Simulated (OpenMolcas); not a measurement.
**AlBNH4F (SMILES [NH2][AlH][BH]F): a chain of runs**

Wanted: a single-point energy (HF/ANO-RCC-MB), then a single-point energy (CASSCF(2,2)/ANO-RCC-VDZP), then an energy scan (CASPT2(2,2)/ANO-RCC-VDZP), then the energy along one coordinate (SC-NEVPT2(2,2)/ANO-RCC-VDZP), then the energy along one coordinate (MC-PDFT[tPBE](2,2)/ANO-RCC-VDZP) of AlBNH4F. 

The calculation is run with OpenMolcas 26.06.

## Step 1: The system as given

AlBNH4F: 8 atoms, total charge 0, spin state singlet. As SMILES, `[NH2][AlH][BH]F`. The coordinates come from a PBE0-D4/def2-TZVP relaxation. This is one conformer, not always the lowest.

Bond lengths: N1–Al2 1.770 Å, Al2–B3 2.169 Å, B3–F4 1.330 Å, N1–H5 1.008 Å, N1–H6 1.008 Å, Al2–H7 1.590 Å, B3–H8 1.208 Å. Angles: N1–Al2–B3 116.8°, Al2–B3–F4 118.5°, N1–Al2–H7 116.9°, B3–Al2–H7 126.3°, Al2–N1–H5 125.6°, Al2–N1–H6 124.3°, Al2–B3–H8 127.4°, F4–B3–H8 114.1°, H5–N1–H6 110.2°.

## Step 2: The energy at HF/ANO-RCC-MB (DKH2) (run 1)

struct.xyz reads:

```xyz
8

N     -1.034900     1.238000     0.178100
Al     0.358400     0.247200     0.637000
B      0.824000    -1.438600    -0.645900
F      0.022100    -1.693000    -1.675500
H     -1.365500     2.050100     0.674400
H     -1.614500     1.063500    -0.627700
H      1.149400     0.679500     1.946200
H      1.753200    -2.203800    -0.542400
```

step1.inp reads:

```
>>> EXPORT MOLCAS_PRINT=2
&GATEWAY
Coord
struct.xyz
Basis
ANO-RCC-MB
Group
NoSym
&SEWARD
&SCF
PrOrbitals
0
&LOCALISATION
Occupied
Freeze
Pipek-Mezey
&LOCALISATION
FileOrb
$Project.LocOrb
Virtual
Pipek-Mezey
```

Run with:

```console
$ export MOLCAS_MEM=1860
$ pymolcas step1.inp > step1.log
```

The program printed:

```text
--- Start Module: gateway ---
[...]
--- Stop Module: gateway /rc=_RC_ALL_IS_WELL_ ---
[...]
      Basis functions           28
[...]
       Convergence after  10 Iterations
[...]
::    Total SCF energy                               -423.2677024711
[...]
      Total spin, S                                     0.0000000000
[...]
      Total electronic charge=   38.000000
      Total            charge=   -0.000000
[...]
      Dipole Moment (debye):
      Origin of the operator (angstrom)=    0.0612   -0.2985   -0.2373
                   X= -6.4365E-01               Y=  1.2150E+00               Z=  5.2147E-01           Total=  1.4705E+00
      Quadrupole Moment (debye*angstrom):
[...]
--- Start Module: localisation ---
[...]
--- Stop Module: localisation /rc=_RC_ALL_IS_WELL_ ---
--- Start Module: localisation ---
[...]
--- Stop Module: localisation /rc=_RC_ALL_IS_WELL_ ---
[...]
```

Wall time 3.6 s (1 thread of Intel Xeon Platinum 8375C at 2.90GHz (Ice Lake), shared host); peak memory 0.41 GiB.

## Step 3: A single-point energy at CASSCF(2,2)/ANO-RCC-VDZP (DKH2, RICD fitting) (run 2)

struct.xyz is that of step 2.

step2.input reads:

```
* AlBFH4N CASSCF

&GATEWAY
  Coord = struct.xyz
  Basis = ANO-RCC-MB
  Group = NoSym

&SEWARD

&RASSCF
  FileOrb = $CurrDir/step1.LocOrb
  Alter = 2
  1 10 19
  1 20 28
  Spin = 1
  Nactel = 2 0 0
  Inactive = 18
  Ras2 = 2
  OrbListing = Nothing
>>> COPY $Project.RunFile RUNFIL1
>>> COPY $Project.RasOrb INPORB

&GATEWAY
  Coord = struct.xyz
  Basis = ANO-RCC-VDZP
  Group = NoSym
  RICD

&SEWARD
>>> COPY $Project.RunFile RUNFIL2

&EXPBAS

&RASSCF
  FileOrb = $Project.ExpOrb
  Spin = 1
  Nactel = 2 0 0
  Inactive = 18
  Ras2 = 2
  OrbListing = Nothing
```

Run with:

```console
$ export MOLCAS_MEM=1860
$ pymolcas step2.input > step2.log
```

The program printed:

```text
--- Start Module: gateway ---
[...]
--- Stop Module: gateway /rc=_RC_ALL_IS_WELL_ ---
[...]
      Basis functions           28
[...]
      Number of active orbitals                  2
[...]
      Spin quantum number                      0.0
[...]
      Active orbitals                            2
[...]
      Number of CSFs                             3
[...]
      Number of root(s) required                 1
[...]
      Convergence after 10 iterations
[...]
      printout of CI-coefficients larger than  0.05 for root  1
      energy=    -423.283896
      conf/sym  11     Coeff  Weight
             1  20   0.99538 0.99078
             3  02  -0.09604 0.00922
      Natural orbitals and occupation numbers for root  1
      sym 1:   1.981552   0.018448
      ************************************************************************************************************************
      *                                                    Final results                                                     *
[...]
::    RASSCF root number  1 Total energy:   -423.28389565
[...]
      Basis functions           80
[...]
--- Start Module: expbas ---
[...]
--- Stop Module: expbas /rc=_RC_ALL_IS_WELL_ ---
--- Start Module: rasscf ---
[...]
      Convergence after 15 iterations
[...]
      Natural orbitals and occupation numbers for root  1
      sym 1:   1.983140   0.016860
      ************************************************************************************************************************
      *                                                    Final results                                                     *
[...]
::    RASSCF root number  1 Total energy:   -423.52612303
[...]
      Total electronic charge=   38.000000
      Total            charge=   -0.000000
[...]
      Dipole Moment (debye):
      Origin of the operator (angstrom)=    0.0612   -0.2985   -0.2373
                   X= -7.7665E-02               Y=  5.7550E-01               Z=  4.4857E-01           Total=  7.3379E-01
      Quadrupole Moment (debye*angstrom):
[...]
--- Stop Module: rasscf /rc=_RC_ALL_IS_WELL_ ---
[...]
```

It took 10 s on 1 thread of Intel Xeon Platinum 8375C at 2.90GHz (Ice Lake), shared host; peak memory 0.41 GiB.

## Step 4: An energy scan at CASPT2(2,2)/ANO-RCC-VDZP (DKH2, RICD fitting, ipea shift 0.25 Eh, pt2 variant SS) (run 3)

step3.inp reads:

```
* AlBFH4N CASPT2
>>> EXPORT MOLCAS_PRINT=2
>>> COPY $CurrDir/step2.RasOrb $Project.RasOrb
>>> ForEach K in (1, 2, 3, 4, 5, 6, 7, 8, 9)

&GATEWAY
  COORD
  $CurrDir/point$K.xyz
  BASIS
  ANO-RCC-VDZP
  GROUP
  NoSym
  RICD

&SEWARD

&RASSCF
  FILEORB
  $Project.RasOrb
  SPIN
  1
  NACTEL
  2 0 0
  INACTIVE
  18
  RAS2
  2
  ORBLISTING
  Nothing

&CASPT2
  IMAGINARY
  0.2
  FROZEN
  8
>>> EndDo
```

Run with:

```console
$ export MOLCAS_MEM=1860
$ pymolcas step3.inp > step3.log
```

The program printed (excerpt; [...] marks lines left out):

```text
[...]
      Basis functions           80
[...]
      Number of active orbitals                  2
[...]
      Spin quantum number                      0.0
[...]
      Active orbitals                            2
[...]
      Number of CSFs                             3
[...]
      Number of root(s) required                 1
[...]
      Convergence after 12 iterations
[...]
      Natural orbitals and occupation numbers for root  1
      sym 1:   1.988366   0.011634
      ************************************************************************************************************************
      *                                                    Final results                                                     *
[...]
::    RASSCF root number  1 Total energy:   -423.51415892
[...]
      E2 (Variational):          -0.4990228473
[...]
::    CASPT2 Root  1     Total energy:   -424.01318176
[...]
      Convergence after 11 iterations
[...]
      Natural orbitals and occupation numbers for root  1
      sym 1:   1.983110   0.016890
      ************************************************************************************************************************
      *                                                    Final results                                                     *
[...]
      Convergence after 11 iterations
[...]
      Natural orbitals and occupation numbers for root  1
      sym 1:   1.837694   0.162306
      ************************************************************************************************************************
      *                                                    Final results                                                     *
[...]
      Convergence after 12 iterations
[...]
      Natural orbitals and occupation numbers for root  1
      sym 1:   1.681809   0.318191
      ************************************************************************************************************************
      *                                                    Final results                                                     *
[...]
      Convergence after 11 iterations
[...]
::    RASSCF root number  1 Total energy:   -423.35467796
[...]
::    CASPT2 Root  1     Total energy:   -423.83849735
[...]
      Convergence after 10 iterations
[...]
::    RASSCF root number  1 Total energy:   -423.34533073
[...]
      E2 (Variational):          -0.4809581453
[...]
::    CASPT2 Root  1     Total energy:   -423.82628887
[...]
```

Run time: 62 s. Hardware: 1 thread of Intel Xeon Platinum 8375C at 2.90GHz (Ice Lake), shared host; peak memory 0.085 GiB.

The scan, from its lowest point:

```
H5–N1 (Å)  energy (kJ/mol)
    0.907             31.2
    1.008              0.0
    1.108             16.1
    1.259             81.5
    1.461            190.9
    1.713            314.4
    2.015            418.6
    2.418            489.9
    3.023            521.9
```

## Step 5: An energy scan at SC-NEVPT2(2,2)/ANO-RCC-VDZP (DKH2, RICD fitting, pt2 variant SC-NEVPT2) (run 4)

step4.input reads:

```
* AlBFH4N NEVPT2
>>> COPY $CurrDir/step2.RasOrb $Project.RasOrb
>>> ForEach K in (1, 2, 3, 4, 5, 6, 7, 8, 9)

&GATEWAY
 Coord
 $CurrDir/point$K.xyz
 Basis
 ANO-RCC-VDZP
 Group
 NoSym
 RICD

&SEWARD

&RASSCF
 FileOrb
 $Project.RasOrb
 Spin
 1
 Nactel
 2 0 0
 Inactive
 18
 Ras2
 2
 OrbListing
 Nothing

&CASPT2
 SC-NEVPT2
 Frozen
 8
>>> EndDo
```

Run with:

```console
$ export MOLCAS_MEM=1860
$ pymolcas step4.input > step4.log
```

The program printed (excerpt; [...] marks lines left out):

```text
[...]
      Basis functions           80
[...]
      Number of active orbitals                  2
[...]
      Spin quantum number                      0.0
[...]
      Active orbitals                            2
[...]
      Number of CSFs                             3
[...]
      Number of root(s) required                 1
[...]
      Convergence after 12 iterations
[...]
      Natural orbitals and occupation numbers for root  1
      sym 1:   1.988366   0.011634
      ************************************************************************************************************************
      *                                                    Final results                                                     *
[...]
::    RASSCF root number  1 Total energy:   -423.51415892
[...]
      E2 (Variational):          -0.4973568465
[...]
::    SC-NEVPT2 Root  1     Total energy:   -424.01145434
[...]
      Convergence after 11 iterations
[...]
      Natural orbitals and occupation numbers for root  1
      sym 1:   1.983110   0.016890
      ************************************************************************************************************************
      *                                                    Final results                                                     *
[...]
      Convergence after 11 iterations
[...]
      Natural orbitals and occupation numbers for root  1
      sym 1:   1.837694   0.162306
      ************************************************************************************************************************
      *                                                    Final results                                                     *
[...]
      Convergence after 12 iterations
[...]
      Natural orbitals and occupation numbers for root  1
      sym 1:   1.681809   0.318191
      ************************************************************************************************************************
      *                                                    Final results                                                     *
[...]
      Convergence after 11 iterations
[...]
::    RASSCF root number  1 Total energy:   -423.35467796
[...]
::    SC-NEVPT2 Root  1     Total energy:   -423.83491611
[...]
      Convergence after 10 iterations
[...]
::    RASSCF root number  1 Total energy:   -423.34533073
[...]
      E2 (Variational):          -0.4775615996
[...]
::    SC-NEVPT2 Root  1     Total energy:   -423.82289233
[...]
```

It took 59 s on 1 thread of Intel Xeon Platinum 8375C at 2.90GHz (Ice Lake), shared host; peak memory 0.085 GiB.

The scan, from its lowest point:

```
H5–N1 (Å)  energy (kJ/mol)
    0.907             33.0
    1.008              0.0
    1.108             14.5
    1.259             78.3
    1.461            188.0
    1.713            314.7
    2.015            423.2
    2.418            496.5
    3.023            528.1
```

## Step 6: The energy along one coordinate at MC-PDFT[tPBE](2,2)/ANO-RCC-VDZP (DKH2, RICD fitting) (run 5)

step5.inp reads:

```
>>> COPY $CurrDir/step2.RasOrb $Project.RasOrb
>>> ForEach K in (1, 2, 3, 4, 5, 6, 7, 8, 9)
&GATEWAY
Coord=$CurrDir/point$K.xyz
Basis=ANO-RCC-VDZP
Group=NoSym
RICD
&SEWARD
&RASSCF
FileOrb=$Project.RasOrb
Spin=1
Nactel=2 0 0
Inactive=18
Ras2=2
OrbListing=Nothing
&MCPDFT
KSDFT=T:PBE
>>> EndDo
```

Run with:

```console
$ export MOLCAS_MEM=1860
$ pymolcas step5.inp > step5.log
```

The program printed (excerpt; [...] marks lines left out):

```text
--- Start Module: gateway ---
[...]
      Basis functions           80
[...]
      Number of active orbitals                  2
[...]
      Spin quantum number                      0.0
[...]
      Active orbitals                            2
[...]
      Number of CSFs                             3
[...]
      Number of root(s) required                 1
[...]
      Convergence after 12 iterations
[...]
      Natural orbitals and occupation numbers for root  1
      sym 1:   1.988366   0.011634
      ************************************************************************************************************************
      *                                                    Final results                                                     *
[...]
::    RASSCF root number  1 Total energy:   -423.51415892
[...]
::    MCPDFT root number  1 Total energy:   -424.58654451
[...]
      Convergence after 11 iterations
[...]
      Natural orbitals and occupation numbers for root  1
      sym 1:   1.983110   0.016890
      ************************************************************************************************************************
      *                                                    Final results                                                     *
[...]
      Convergence after 11 iterations
[...]
      Natural orbitals and occupation numbers for root  1
      sym 1:   1.837694   0.162306
      ************************************************************************************************************************
      *                                                    Final results                                                     *
[...]
      Convergence after 12 iterations
[...]
      Natural orbitals and occupation numbers for root  1
      sym 1:   1.681809   0.318191
      ************************************************************************************************************************
      *                                                    Final results                                                     *
[...]
      Convergence after 11 iterations
[...]
::    RASSCF root number  1 Total energy:   -423.35467796
[...]
::    MCPDFT root number  1 Total energy:   -424.40286405
[...]
      Convergence after 10 iterations
[...]
::    RASSCF root number  1 Total energy:   -423.34533073
[...]
      Total electronic charge=   38.000000
      Total            charge=   -0.000000
[...]
::    MCPDFT root number  1 Total energy:   -424.38978451
[...]
```

Run time: 66 s. Hardware: 1 thread of Intel Xeon Platinum 8375C at 2.90GHz (Ice Lake), shared host; peak memory 0.085 GiB.

The scan, from its lowest point:

```
H5–N1 (Å)  energy (kJ/mol)
    0.907             31.8
    1.008              0.0
    1.108             15.4
    1.259             80.0
    1.461            190.3
    1.713            319.1
    2.015            433.2
    2.418            514.0
    3.023            548.3
```

## Step 7: Results

| quantity | value |
| --- | --- |
| run 1, HF/ANO-RCC-MB: total energy | -423.26770 Eh |
| run 1, HF/ANO-RCC-MB: dipole moment | 1.47 D |
| run 1, HF/ANO-RCC-MB: HOMO energy | -10.86 eV |
| run 1, HF/ANO-RCC-MB: LUMO energy | 0.93 eV |
| run 1, HF/ANO-RCC-MB: HOMO–LUMO gap | 11.79 eV |
| run 2, CASSCF(2,2)/ANO-RCC-VDZP: total energy | -423.52612 Eh |
| run 2, CASSCF(2,2)/ANO-RCC-VDZP: dipole moment (CASSCF density) | 0.73 D |
| run 3, CASPT2(2,2)/ANO-RCC-VDZP: lowest energy of the scan | -424.02508 Eh |
| run 4, SC-NEVPT2(2,2)/ANO-RCC-VDZP: lowest energy of the scan | -424.02404 Eh |
| run 5, MC-PDFT[tPBE](2,2)/ANO-RCC-VDZP: lowest energy of the scan | -424.59864 Eh |
